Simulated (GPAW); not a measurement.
# Cd2S (P3m1) in GPAW: a series of runs

The runs below take Cd2S through band structure, single point, with r2SCAN, TB-mBJ.

All numbers are computed with GPAW 26.7.0; they aren't measurements. Logs are shortened: lines on timing, memory, paths and dates and some standing lists are left out, and cuts for length are marked. The log counts tension as positive stress, the text compression.

### Step 1. The structure

It takes space group P3m1 (No. 156, trigonal). Conventional cell: a = 3.963 Å, b = 3.963 Å, c = 5.809 Å, α = 90.00°, β = 90.00°, γ = 120.00°. Around Cd (site symmetry 3m) lie 1 S at 2.52 Å. Cd (site symmetry 3m) is surrounded by 3 S at 2.60 Å. S (site symmetry 3m) has 4 Cd at 2.52 to 2.60 Å as nearest neighbours.

The cell comes from a database or a generator and needn't be the stable form of this composition.

### Step 2. Band structure, r2SCAN

Input file run.py:

```python
from ase import Atoms
from ase.dft.bandgap import bandgap
from ase.io import write
from ase.units import GPa
from gpaw import GPAW, PW

atoms = Atoms(['Cd', 'Cd', 'S'],
              cell=[[3.962670049, 0.0, 0.0],
                    [-1.9813350245, 3.4317729293, 0.0],
                    [0.0, 0.0, 5.809192]],
              scaled_positions=[[0.3333333333, 0.6666666667, 0.932717],
                                [0.6666666667, 0.3333333333, 0.578735],
                                [0.3333333333, 0.6666666667, 0.365705]],
              pbc=True)

calc = GPAW(mode=PW(600),
            xc='MGGA_X_R2SCAN+MGGA_C_R2SCAN',
            kpts={'size': (6, 6, 4), 'gamma': True},
            occupations={'name': 'fermi-dirac', 'width': 0.05},
            nbands=26,
            convergence={'density': 1e-05, 'energy': 1e-05},
            maxiter=150,
            txt='gpaw.txt')
atoms.calc = calc
energy = atoms.get_potential_energy()
forces = atoms.get_forces()
stress = atoms.get_stress()
calc.write('gs.gpw')
write('result.traj', atoms)
print(f'Energy: {energy:.6f} eV')
print('Forces (eV/A):')
print(forces.round(4))
print('Stress (GPa):', (stress / GPa).round(3))
print('Fermi level:', round(calc.get_fermi_level(), 4), 'eV')
print(f'Gap: {bandgap(calc)[0]:.4f} eV, direct: {bandgap(calc, direct=True)[0]:.4f} eV')

path = atoms.cell.bandpath('GMKGALHA,LM,KH', npoints=60, eps=1e-4)
bs_calc = calc.fixed_density(kpts=path, symmetry='off', nbands=42,
                             convergence={'bands': 'CBM+6.0', 'eigenstates': 1e-6}, txt='bands.txt')
bs = bs_calc.band_structure()
bs.write('bs.json')
print(f'Gap on the path: {bandgap(bs_calc)[0]:.4f} eV')
```

Potentials or basis: GPAW PAW data sets (gpaw-data 1.2.1), pw.

Launch:

```sh
$ OMP_NUM_THREADS=1 python run.py
```

gpaw.txt:

```text
__  _  _
 | _ |_)|_||  |
 |__||  | ||/\| - 26.7.0

Input parameters:
  mode=PW(ecut=600.0),
  convergence={'density': 1e-05, 'energy': 1e-05},
  kpts=MonkhorstPack(size=(6, 6, 4), gamma=True),
  maxiter=150,
  nbands=26,
  occupations=Occupations(name='fermi-dirac', width=0.05),
  xc=XC(name='MGGA_X_R2SCAN+MGGA_C_R2SCAN')

Diagonalizing LCAO Hamiltonian
Converting LCAO to pw mode

        Cd

            Cd
        S

Atoms  # Å, Bohr magnetons
|   | symbol |         x |        y |        z |    initial magnetic moments |
|---|--------|-----------|----------|----------|-----------------------------|
| 0 |     Cd | -0.000000 | 2.287849 | 5.418332 | ( 0.0000,  0.0000,  0.0000) |
| 1 |     Cd |  1.981335 | 1.143924 | 3.361983 | ( 0.0000,  0.0000,  0.0000) |
| 2 |      S | -0.000000 | 2.287849 | 2.124451 | ( 0.0000,  0.0000,  0.0000) |

Unit cell  # Å
| periodic |         x |        y |        z |  lengths |     angles |
|----------|-----------|----------|----------|----------|------------|
|      yes |  3.962670 | 0.000000 | 0.000000 | 3.962670 |  90.000000 |
|      yes | -1.981335 | 3.431773 | 0.000000 | 3.962670 |  90.000000 |
|      yes |  0.000000 | 0.000000 | 5.809192 | 5.809192 | 120.000000 |

Number of symmetries: 6
Symmetry operations  # r_c * U_cc + t_c -> r_c
|   | kind |            matrix            |
|---|------|------------------------------|
| 0 |  σ   |  1, 1, 0,  0,-1, 0,  0, 0, 1 |
| 1 |  E   |  1, 0, 0,  0, 1, 0,  0, 0, 1 |
| 2 |  C3  |  0, 1, 0, -1,-1, 0,  0, 0, 1 |
| 3 |  σ   |  0,-1, 0, -1, 0, 0,  0, 0, 1 |
| 4 |  σ   | -1, 0, 0,  1, 1, 0,  0, 0, 1 |
| 5 |  C3  | -1,-1, 0,  1, 0, 0,  0, 0, 1 |

BZ-sampling:
  Number of BZ points: 144
  Number of IBZ points: 24

  Monkhorst-Pack size: [6, 6, 4]
  Monkhorst-Pack shift: [0.08333333333333333, 0.08333333333333333, 0.125]

K-points  # in reciprocal-cell coordinates
|     |                                coordinates |     weight |
|-----|--------------------------------------------|------------|
|   0 | (  0.00000000,   0.00000000,   0.00000000) | 0.00694444 |
|   1 | (  0.00000000,   0.00000000,   0.25000000) | 0.01388889 |
|   2 | (  0.00000000,   0.00000000,   0.50000000) | 0.00694444 |
|   3 | (  0.16666667,   0.00000000,  -0.25000000) | 0.04166667 |
|   4 | (  0.16666667,   0.00000000,   0.00000000) | 0.04166667 |
|   5 | (  0.16666667,   0.00000000,   0.25000000) | 0.04166667 |
|   6 | (  0.16666667,   0.00000000,   0.50000000) | 0.04166667 |
|   7 | (  0.33333333,  -0.16666667,   0.00000000) | 0.04166667 |
|   8 | (  0.33333333,  -0.16666667,   0.25000000) | 0.08333333 |
|   9 | (  0.33333333,  -0.16666667,   0.50000000) | 0.04166667 |
| ... |                                            |            |
|  23 | (  0.50000000,   0.50000000,   0.50000000) | 0.02083333 |

Plane wave coefficients: 2661
Cutoff: 600.0 eV

Spin-components: 1 (collinear spins)
Bands:           26
Projectors:      17
Spin-degeneracy: 2
Datatype:        complex128

Parallelization:
  kpt:    1
  domain: 1
  band:   1

Density:
  Valence electrons: 30.0
  Components: 1
  Grid points: [24 24 35]
  Charge: 0.0  # |e|

Potential:
  Grid points: [24 24 35]

species:
  Cd:
    name:    Cadmium
    Z:       48.0
    valence: 12
    core:    36
    charge:  0.0  # [|e|]
    compensation charges:
      type: gauss
      rc: 0.38  # [Å]
      lmax: 2
    cutoffs:
      filter: 2.12  # [Å]
      core: 2.62  # [Å]
    projectors
    | kind |    occ | energy [eV] | rcut [Å] |
    |------|--------|-------------|----------|
    |   5s |  2.000 |      -5.655 |    1.191 |
    |   5p |  0.000 |      -1.186 |    1.228 |
    |   4d | 10.000 |     -11.739 |    1.164 |
    |    s |        |      21.556 |    1.191 |
    |    p |        |      26.026 |    1.228 |
    |    d |        |      15.473 |    1.164 |

    Using partial waves for Cd as LCAO basis

  S:
    name:    Sulfur
    Z:       16.0
    valence: 6
    core:    10
    charge:  0.0  # [|e|]
    compensation charges:
      type: gauss
      rc: 0.24  # [Å]
      lmax: 2
    cutoffs:
      filter: 1.77  # [Å]
      core: 1.66  # [Å]
    projectors
    | kind |    occ | energy [eV] | rcut [Å] |
    |------|--------|-------------|----------|
    |   3s |  2.000 |     -17.254 |    0.974 |
    |   3p |  4.000 |      -7.008 |    0.979 |
    |    s |        |       9.957 |    0.974 |
    |    p |        |      20.203 |    0.979 |
    |    d |        |       0.000 |    0.900 |

    Using partial waves for S as LCAO basis

Reference energy: -315203.856570  # eV

eigensolver:
  PPCG
  Converge bands: occupied
  niter=2

density mixing:
  MSR1-Mixer
  Pratt-step length: 0.05
  Maximum mixing coefficient: 0.75
  Old densities: 10
  SVD Regularization: 0.005
  Good broyden scale: 1.0
  Trust region scale: 1.0
  Backstep threshold: 4.0
  History deletion threshold: 6.0
  Fourier metric: weight=20.0, sigma=0.015

occupation numbers:
  Fermi-Dirac:
    width: 0.0500  # eV

poisson solver:
  ecut: 4800.0  # eV

xc functional:
  name: MGGA_X_R2SCAN+MGGA_C_R2SCAN with 2 nearest neighbor stencil

convergence criteria:
- Maximum integral of absolute [dens]ity change: 1e-05 electrons / valence electron
- Maximum [total energy] change in last 3 cyles: 1e-05 eV / valence electron
- Maximum integral of absolute [eigenst]ate change: 4e-08 eV^2 / valence electron
maximum number of iterations: 150

SCF iterations
|iter     | |      energy | eigst |  dens |
|---------|-|-------------|-------|-------|
|iter:   1| |  -42.575283 | -0.42 |       |
|iter:   2| |  -38.825008 | -1.18 | -1.28 |
|iter:   3| |  -41.978251 | -1.08 | -1.27 |
|iter:   4| |  -38.550795 | -1.25 | -0.81 |
|iter:   5| |  -38.535276 | -2.18 | -1.59 |
|iter:   6| |  -38.465457 | -2.65 | -1.63 |
|iter:   7| |  -38.466561 | -4.15 | -2.59 |
|iter:   8| |  -38.466718 | -5.00 | -2.96 |
|iter:   9| |  -38.466735c| -6.03 | -3.35 |
|iter:  10| |  -38.466735c| -6.45 | -3.58 |
|iter:  11| |  -38.466735c| -7.92c| -4.48 |
|iter:  12| |  -38.466735c| -7.99c| -5.00 |
|iter:  13| |  -38.466735c| -8.70c| -5.73c|

Converged in 13 steps
Energy contributions relative to reference atoms: (reference = -315203.856570)

Energy contributions:
  Kinetic:          33.806154
  Coulomb:         -29.871605
  Zero:              0.054262
  External:          0.000000
  Xc:              -42.454551
  Entropy:          -0.001991
  Spinorbit:         0.000000
  ----------------------------
  Free energy:     -38.467730
  Extrapolated:    -38.466735

dipole moment: (-0.985859, 0.569165, 11.034510)  # |e|*Ang

Fermi level: 4.268
Eigenvalues  # (at kpt = [0.000, 0.000, 0.000])
| band index |      eig [eV] | occ [0-2] |
|------------|---------------|-----------|
|          0 |        -9.293 |     2.000 |
|        ... |               |           |
|          7 |        -4.367 |     2.000 |
|          8 |        -4.356 |     2.000 |
|          9 |        -3.980 |     2.000 |
|         10 |        -3.980 |     2.000 |
|         11 |        -0.592 |     2.000 |
|         12 |         0.188 |     2.000 |
[... 8 lines left out ...]
|         21 |        14.305 |     0.000 |
|         22 |        14.875 |     0.000 |
|        ... |               |           |
|         25 |        16.017 |     0.000 |

Gap: 0.239 eV
Transition (v -> c):
  (s=0, k=15, n=14, [0.33, 0.33, 0.25]) -> (s=0, k=22, n=15, [0.50, 0.50, 0.25])
Direct/indirect transitions are different
Direct gap: 0.646 eV
Transition at: (s=0, k=15, n=14, [0.33, 0.33, 0.25])

Forces  # eV/Ang
|       x |       y |        z |
|---------|---------|----------|
| 0.00000 | 0.00000 |  0.01785 |  # Cd   0
| 0.00000 | 0.00000 | -0.00034 |  # Cd   1
| 0.00000 | 0.00000 | -0.01897 |  # S    2

Stress tensor  # eV/Ang^3
|         x |         y |         z |
|-----------|-----------|-----------|
|  0.011648 | -0.000000 | -0.000000 |
| -0.000000 |  0.011648 |  0.000000 |
| -0.000000 |  0.000000 |  0.013360 |

# Writing to gs.gpw (mode='')
```

Wall time 6.4 min (1 thread of Intel Xeon at 2.70GHz, shared host); peak memory 0.48 GiB.

Results:

```yaml
Free_energy: -38.4677 eV
Pressure: -2.0 GPa
Largest_force: 0.019 eV/Å
Band_gap_along_the_path: none (metal or under the smearing width)
```

Forces on the atoms (eV/Å):
```
Cd   0.000  0.000  0.018
Cd   0.000  0.000  0.000
S    0.000  0.000 -0.019
```

Levels at the corners of the path, in eV from the Fermi level:
```tsv
point	band 13	band 14	band 15	band 16	band 17	band 18
Γ	-4.08	-1.13	-1.13	3.30	5.07	6.89
M	-3.43	-2.02	-1.45	0.32	3.17	4.75
K	-3.40	-3.23	-0.52	0.54	2.38	4.16
Γ	-4.08	-1.13	-1.13	3.30	5.07	6.89
A	-1.05	-1.05	-0.56	1.21	4.83	6.46
L	-4.13	-1.80	-1.28	1.39	3.45	4.43
H	-3.74	-3.01	-0.64	0.96	1.92	5.30
A	-1.05	-1.05	-0.56	1.21	4.83	6.46
L	-4.13	-1.80	-1.28	1.39	3.45	4.43
M	-3.43	-2.02	-1.45	0.32	3.17	4.75
K	-3.40	-3.23	-0.52	0.54	2.38	4.16
H	-3.74	-3.01	-0.64	0.96	1.92	5.30
```

Caveat: the PAW data sets were made with another functional, which shifts forces and pressure a little.

### Step 3. Single point, TB-mBJ

Input file run.py:

```python
from ase import Atoms
from ase.dft.bandgap import bandgap
from ase.io import write
from gpaw import GPAW, PW

atoms = Atoms(['Cd', 'Cd', 'S'],
              cell=[[3.962670049, 0.0, 0.0],
                    [-1.9813350245, 3.4317729293, 0.0],
                    [0.0, 0.0, 5.809192]],
              scaled_positions=[[0.3333333333, 0.6666666667, 0.932717],
                                [0.6666666667, 0.3333333333, 0.578735],
                                [0.3333333333, 0.6666666667, 0.365705]],
              pbc=True)

calc = GPAW(mode=PW(600),
            xc='TB09',
            kpts={'size': (6, 6, 4), 'gamma': True},
            occupations={'name': 'fermi-dirac', 'width': 0.05},
            nbands=26,
            convergence={'density': 1e-05, 'energy': 1e-05},
            eigensolver='cg',
            maxiter=150,
            txt='gpaw.txt')
atoms.calc = calc
energy = atoms.get_potential_energy()
calc.write('gs.gpw')
write('result.traj', atoms)
print('Fermi level:', round(calc.get_fermi_level(), 4), 'eV')
print(f'Gap: {bandgap(calc)[0]:.4f} eV, direct: {bandgap(calc, direct=True)[0]:.4f} eV')
```

Potentials or basis: GPAW PAW data sets for LDA (gpaw-data 1.2.1), pw.

Launch:

```sh
$ OMP_NUM_THREADS=1 python run.py
```

Wall time 2.6 min (1 thread of Intel Xeon at 2.70GHz, shared host); peak memory 0.32 GiB.

Results (log left out):

```yaml
Band_gap_on_the_k_mesh: 0.24 eV, indirect (least direct gap 0.70 eV)
```

Levels at points of the mesh, in eV from the valence-band top:
| k point | band 11 | band 12 | band 13 | band 14 | band 15 | band 16 | band 17 | band 18 | band 19 | band 20 |
| --- | --- | --- | --- | --- | --- | --- | --- | --- | --- | --- |
| (0.00, 0.00, 0.00) | -8.36 | -4.60 | -3.88 | -1.33 | -1.33 | 3.55 | 5.16 | 6.80 | 6.80 | 8.45 |
| (0.00, 0.00, 0.50) | -8.36 | -6.05 | -1.27 | -1.27 | -0.62 | 1.48 | 4.87 | 6.47 | 6.47 | 7.82 |
| (0.50, 0.50, 0.00) | -8.20 | -4.69 | -3.40 | -2.12 | -1.19 | 0.34 | 3.32 | 4.78 | 5.79 | 7.56 |
| (0.50, 0.50, 0.50) | -8.20 | -4.34 | -3.98 | -1.95 | -1.10 | 1.37 | 3.63 | 4.48 | 5.71 | 6.40 |

Caveat: a model potential gives levels but no total energy; the PAW data sets were made with another functional, which shifts forces and pressure a little.

### Step 4. For comparison

An earlier run on the cell as given: functional PBE; potentials or basis GPAW PAW data sets (gpaw-data 1.2.1); cutoff 600 eV; basis pw; k mesh 8 × 8 × 5; occupations fermi-dirac, width 0.05 eV; no spin polarisation.

* Pressure: -0.4 GPa
* Largest force: 0.072 eV/Å
* Band gap on the k mesh: 0.24 eV, indirect (least direct gap 0.57 eV)

### Step 5. Overview

| task | level | potentials or basis | k mesh | band path | band points | gap on the mesh (eV) | pressure (GPa) | largest force (eV/Å) |
| --- | --- | --- | --- | --- | --- | --- | --- | --- |
| band structure | r2SCAN | GPAW PAW data sets (gpaw-data 1.2.1), pw | 6 × 6 × 4 | GMKGALHA,LM,KH | 60 | - | -2.0 | 0.02 |
| single point | TB-mBJ | GPAW PAW data sets for LDA (gpaw-data 1.2.1), pw | 6 × 6 × 4 | - | - | 0.24 | - | - |
| single point | PBE | GPAW PAW data sets (gpaw-data 1.2.1), pw | 8 × 8 × 5 | - | - | 0.24 | -0.4 | 0.07 |

Alike in all rows: no spin polarisation; cell as given; cutoff (eV) 600; smearing fermi-dirac 0.05 eV.

Caveats: the PAW data sets were made with another functional, which shifts forces and pressure a little (some runs); a model potential gives levels but no total energy (some runs); an odd mesh through Γ misses points on the zone boundary, where band edges often lie (some runs).

Absolute energies hang on the potentials; compare differences alone.
